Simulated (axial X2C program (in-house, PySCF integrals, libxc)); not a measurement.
**NiO⁺: properties at the nuclei**

Aim: properties at the nuclei of NiO⁺, with spin–orbit coupling in the Hamiltonian from the start.

Computed with an in-house X2C program for linear molecules on PySCF integrals. Level: two-component X2C with atomic mean-field terms, Ni dyall-acv3z, O dyall-av3z.

All values are calculated.

**1. Set-up**

task.json

```json
{
 "zs": [
  28,
  8
 ],
 "q": 1,
 "bas": [
  "dyall-acv3z",
  "dyall-av3z"
 ],
 "r0": 1.58,
 "levels": [
  "PBE0",
  "HF",
  "B3LYP"
 ],
 "nst": 1,
 "ff": 1,
 "thr": -3.5,
 "nmax": 130,
 "opt": {
  "ecut": 60
 }
}
```

Keys: zs atomic numbers; q charge; bas basis sets; r0 starting distance in Å; levels methods (HF also brings MP2); nst determinants followed; ff finite-field run; thr threshold in hartree for freezing inner shells (an s shell follows its p shell); nmax most natural virtual spinors; ecut virtual cutoff in hartree.

Launch:

```sh
$ python soeom.py task.json out
```

Nuclei are Gaussian, cores are contracted, and the Gaunt term is on.

**2. Expectation values, lowest determinant**

R = 1.622 Å. State: Ω = 3/2 (excess of +ω over −ω: ω = 3/2).

Output of the PBE0 run:

```text
two-component X2C + atomic mean field  PBE0
basis functions 175  fitting functions 933  grid points 5074
iter        total energy     max residual
   1      -1587.321508807     6.18e+00
   2      -1589.984296451     5.68e+00
   3      -1591.620125382     4.77e+00
   4      -1593.598701174     2.84e+00
   5      -1594.150001982     2.14e+00
   6      -1594.573701259     4.12e-01
   7      -1594.726188796     2.64e-01
   8      -1594.772600379     1.72e-01
   9      -1594.796022654     1.78e-01
  10      -1594.806301445     5.12e-02
  11      -1594.809425626     9.07e-02
  12      -1594.810934335     1.92e-02
  13      -1594.811622394     1.96e-02
  14      -1594.812120883     1.92e-02
  15      -1594.812273628     2.33e-02
  16      -1594.812414369     7.27e-03
  17      -1594.812467125     3.51e-03
  18      -1594.812511170     5.11e-03
  19      -1594.812529505     5.78e-03
  20      -1594.812539252     2.86e-03
  21      -1594.812543297     8.85e-04
  22      -1594.812544386     1.51e-03
  23      -1594.812544773     5.04e-04
  24      -1594.812544944     1.35e-04
  25      -1594.812545010     1.09e-04
  26      -1594.812545040     8.58e-05
  27      -1594.812545053     1.48e-04
  28      -1594.812545064     8.69e-05
  29      -1594.812545071     4.17e-05
  30      -1594.812545074     1.92e-05
  31      -1594.812545075     1.42e-05
  32      -1594.812545075     2.09e-05
  33      -1594.812545076     1.47e-05
  34      -1594.812545076     9.87e-06
converged
one-electron -2348.38008141  Coulomb 752.83684088  exact exchange -17.56458239  xc functional -54.33063889  nuclear repulsion 73.07996008  atomic mean-field constant -0.45404333
```

The highest occupied spinor is 100% Ni d.

```csv
level,Eeff magnitude (GV/cm),Ws magnitude Ni (kHz),A∥/gI Ni (MHz),qzz Ni (a.u.),A∥/gI O (MHz),qzz O (a.u.)
PBE0,1.11,0.219,491,2.97,-61.7,-1.17
HF,0.603,0.102,188,1.68,-52.1,-2.93
B3LYP,1.15,0.23,544,3.06,-51.3,-0.93
```

Eeff is the effective electric field on the electron dipole moment in this Ω state and Ws the scalar–pseudoscalar constant (defined with the proton number Z and per Ω); A∥ is the parallel hyperfine constant, which follows by multiplying with the nuclear g factor gI = μI/(I μN); qzz is the electric field gradient, eQq0 = 234.96 MHz × Q/barn × qzz. The operators were transformed with the bare-nucleus X2C matrices.

**3. Finite-field coupled cluster**

Output:

```text
two-component X2C + atomic mean field  HF
basis functions 175  fitting functions 933  grid points 5074
iter        total energy     max residual
   1      -1593.175653365     2.40e-01
   2      -1593.224827383     4.97e-02
   3      -1593.243132246     1.06e-01
   4      -1593.250025000     4.54e-02
   5      -1593.255718381     1.98e-02
   6      -1593.258044533     1.64e-02
   7      -1593.258727262     5.51e-03
   8      -1593.258916077     1.91e-03
   9      -1593.258971704     1.88e-03
  10      -1593.259024404     1.64e-03
  11      -1593.259062357     1.20e-03
  12      -1593.259097572     9.59e-04
  13      -1593.259118630     8.20e-04
  14      -1593.259127378     3.56e-04
  15      -1593.259130179     2.93e-04
  16      -1593.259131812     2.63e-04
  17      -1593.259133530     2.37e-04
  18      -1593.259135728     2.85e-04
  19      -1593.259137791     2.19e-04
  20      -1593.259138834     8.85e-05
  21      -1593.259139063     4.02e-05
  22      -1593.259139087     1.17e-05
  23      -1593.259139090     4.05e-06
  24      -1593.259139091     3.23e-06
  25      -1593.259139091     2.59e-06
  26      -1593.259139091     1.99e-06
converged
one-electron -2351.14099595  Coulomb 755.89683946  exact exchange -70.64089935  xc functional 0.00000000  nuclear repulsion 73.07996008  atomic mean-field constant -0.45404333
correlated 23  virtual 281  natural virtual 130  E(MP2) -1.039584089  MP2 remainder -0.044030615
iter   CCSD correlation   residual
   1     -0.844681722   3.33e-01
   2     -0.902533838   2.39e-01
   3     -0.914163634   7.05e-02
   4     -0.921910572   4.99e-02
   5     -0.925435472   2.74e-02
   6     -0.927700088   1.33e-02
   7     -0.927299951   5.56e-03
   8     -0.927629196   3.22e-03
   9     -0.927831834   1.66e-03
  10     -0.927759317   8.81e-04
  11     -0.927793180   4.78e-04
  12     -0.927798950   3.03e-04
  13     -0.927792670   2.38e-04
  14     -0.927792764   1.82e-04
  15     -0.927787794   1.24e-04
  16     -0.927786658   7.74e-05
  17     -0.927786653   5.02e-05
  18     -0.927786272   3.02e-05
  19     -0.927786871   2.06e-05
  20     -0.927786851   1.43e-05
(T) -0.035141543  T1 0.0797  D1 0.2418  max T2 0.106
```

T1 in the output is the amplitude norm over the root of the electron number; divide by √2 for the Lee–Taylor value.

23 electrons correlated in 130 natural virtual spinors, MP2 remainder added; T1 = 0.056.

| level | Eeff magnitude (GV/cm) | Ws magnitude Ni (kHz) | A∥/gI Ni (MHz) |
| --- | --- | --- | --- |
| HF | 0.603 | 0.102 | 188 |
| MP2 | 0.973 | 0.178 | 329 |
| CCSD | 1.1 | 0.217 | 404 |
| CCSD(T) | 1.21 | 0.243 | 447 |

**4. Outcome**

| quantity | value |
| --- | --- |
| lowest determinant | Ω = 3/2 (excess of +ω over −ω: ω = 3/2) |
| Eeff magnitude (GV/cm), PBE0 | 1.11 |
| Ws magnitude Ni (kHz), PBE0 | 0.219 |
| A∥/gI Ni (MHz), PBE0 | 491 |
| qzz Ni (a.u.), PBE0 | 2.97 |
| Eeff magnitude (GV/cm), CCSD(T) | 1.21 |
| Ws magnitude Ni (kHz), CCSD(T) | 0.243 |
| A∥/gI Ni (MHz), CCSD(T) | 447 |

In words: In the first state, the effective field runs from 0.603 to 1.15 GV/cm over the mean-field levels. The expectation values come from single determinants, which for open shells can mix terms of unlike spin or miss the lowest Ω, so a determinant need not be a state. Eeff is the effective electric field on the electron dipole moment in this Ω state and Ws the scalar–pseudoscalar constant (defined with the proton number Z and per Ω); A∥ is the parallel hyperfine constant, which follows by multiplying with the nuclear g factor gI = μI/(I μN); qzz is the electric field gradient, eQq0 = 234.96 MHz × Q/barn × qzz. The operators were transformed with the bare-nucleus X2C matrices. Correlation of the inner shells is missing, which matters for properties at the nucleus.
